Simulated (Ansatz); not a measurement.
I need a rigid scan of one bond angle of BH3S3, SMILES SB(S)S. Use Ansatz 0.2.0 through its Python package. Use (for the species named): CAM-B3LYP, def2-SVP basis, multiplicity 1.

```xyz
7

S    -0.9433    1.5601    0.1278
B     0.1446    0.1072    0.0563
S     0.3246   -0.9723    1.5663
S     1.1459   -0.2957   -1.5313
H    -2.0937    0.8330   -0.3218
H     1.4396   -0.1860    2.0399
H     0.0435   -1.1143   -1.9828
```

The script, `bh3s3.py`:
```python
"""Bending curve of BH3S3."""

import logging
import sys

import ansatz
from ase import Atoms

logging.basicConfig(stream=sys.stdout, format="%(levelname)s %(message)s")
logger = logging.getLogger("calc")
logger.setLevel(logging.INFO)

atoms = Atoms(["S", "B", "S", "S", "H", "H", "H"], positions=[
    (-0.9433, 1.5601, 0.1278),
    (0.1446, 0.1072, 0.0563),
    (0.3246, -0.9723, 1.5663),
    (1.1459, -0.2957, -1.5313),
    (-2.0937, 0.833, -0.3218),
    (1.4396, -0.186, 2.0399),
    (0.0435, -1.1143, -1.9828),
])

# start the scan from a relaxed geometry
first = (
    ansatz.Crystal.molecule_from_ase(atoms).calculation()
    .basis(gaussian="def2-SVP")  # the orbital basis, by name
    .functional("cam_b3lyp")
    .relax(force_tolerance=0.02, max_steps=80)  # relax until the tolerances are met
)
atoms.positions = first.run().report["positions_ang"]

rows = []
for angle in [85, 95, 105, 115, 125, 140, 160]:
    bent = atoms.copy()
    bent.set_angle(1, 2, 5, angle, indices=[5])
    base = ansatz.Crystal.molecule_from_ase(bent).calculation()
    base = base.basis(gaussian="def2-SVP")
    base = base.functional("cam_b3lyp")
    rows.append((angle, base.run().report["free_energy_ev"]))
floor = min(e for _, e in rows)
for angle, e in rows:
    logger.info(f"angle B1-S2-H5 = {angle:3d} deg   {1000 * (e - floor):9.1f} meV")
```

```console
$ python bh3s3.py
INFO angle B1-S2-H5 =  85 deg       119.0 meV
INFO angle B1-S2-H5 =  95 deg         0.0 meV
INFO angle B1-S2-H5 = 105 deg        26.8 meV
INFO angle B1-S2-H5 = 115 deg       184.9 meV
INFO angle B1-S2-H5 = 125 deg       457.2 meV
INFO angle B1-S2-H5 = 140 deg      1023.9 meV
INFO angle B1-S2-H5 = 160 deg      1847.8 meV
```

The scan is rigid, and the energies are electronic, in a modest basis. The zero is the lowest point of the grid, which needn't be the minimum. Hardware and time: 99 s on 1 thread of Arm Neoverse V1, with other jobs on the host, peak memory 0.27 GiB.

(A comment or docstring line of the script was reworded after the run, the code is as it ran.)
